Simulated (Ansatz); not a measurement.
# BH3OTe: the cost of one run

Computed with Ansatz 0.2.0, driven from Python. Level of theory: r2SCAN+D4/def2-SVP.

### Step 1. The structure

Bond lengths: O1–B2 1.434 Å, B2–Te3 2.200 Å, O1–H4 1.020 Å, B2–H5 1.197 Å, Te3–H6 1.744 Å. Angles: O1–B2–Te3 120.5°, O1–B2–H5 118.6°, Te3–B2–H5 120.9°, B2–O1–H4 99.1°, B2–Te3–H6 90.4°.

The script holds or builds the structure itself.

### Step 2. Script

File bh3ote.py:

```python
"""Proton affinity of BH3OTe at one site."""

import ansatz as az
from ase import Atoms
import numpy as np

BASIS_SET = "def2-SVP"
FUNCTIONAL = "r2SCAN"
DISPERSION = "d4"
NET_CHARGE = 1
FMAX = 0.01


def main() -> None:
    atoms = Atoms(["O", "B", "Te", "H", "H", "H"], positions=[
        (-1.0833, -0.8224, -0.5673),
        (0.1486, -0.0966, -0.4603),
        (0.4756, 1.3064, 1.2027),
        (-1.6113, -0.1616, -1.1377),
        (1.0071, -0.3013, -1.2696),
        (1.1054, 0.0115, 2.1859),
    ])
    molecule = az.Crystal.molecule_from_ase(atoms)

    calc = (
        molecule.calculation()
        .basis(gaussian=BASIS_SET)
        .functional(FUNCTIONAL, dispersion=DISPERSION)
    )
    symbols = [site.symbol for site in molecule.cartesian_sites]
    start = np.array([site.position_ang for site in molecule.cartesian_sites], dtype=float)
    rep = calc.relax(force_tolerance=0.01, max_steps=100).run(threads=1).report
    end = np.array(rep["positions_ang"])

    # start the new hydrogen opposite the existing bonds
    away = sum((end[0] - end[j]) / np.linalg.norm(end[0] - end[j]) for j in [1, 3]) + np.array([0.15, 0.1, -0.2])
    proton = end[0] + 1.0 * away / np.linalg.norm(away)
    acid = az.Crystal.molecule()
    for symbol, place in zip(symbols, end):
        acid = acid.atom(symbol, place.tolist())
    acid = acid.atom("H", proton.tolist())
    protonated = (
        acid.calculation()
        .basis(gaussian=BASIS_SET)
        .functional(FUNCTIONAL, dispersion=DISPERSION)
        .charge(NET_CHARGE)
        .relax(force_tolerance=FMAX, max_steps=80)
    )
    after = protonated.run(threads=1).report
    xyz = np.array(after["positions_ang"])
    reach = np.linalg.norm(xyz[:-1] - xyz[-1], axis=1)
    print(f"base {rep['free_energy_ev']:.5f} eV, protonated {after['free_energy_ev']:.5f} eV")
    print(f"the proton ends {reach.min():.3f} A from {symbols[reach.argmin()]}{reach.argmin()}")
    print(f"electronic proton affinity {96.485332 * (rep['free_energy_ev'] - after['free_energy_ev']):.1f} kJ/mol")


if __name__ == "__main__":
    main()
```

### Step 3. Launch

On the command line:

```bash
> python bh3ote.py
```

Q: Estimate wall time and peak memory on 1 thread of Arm Neoverse V1, shared host.

About 99 s, with a peak of 0.22 GiB.
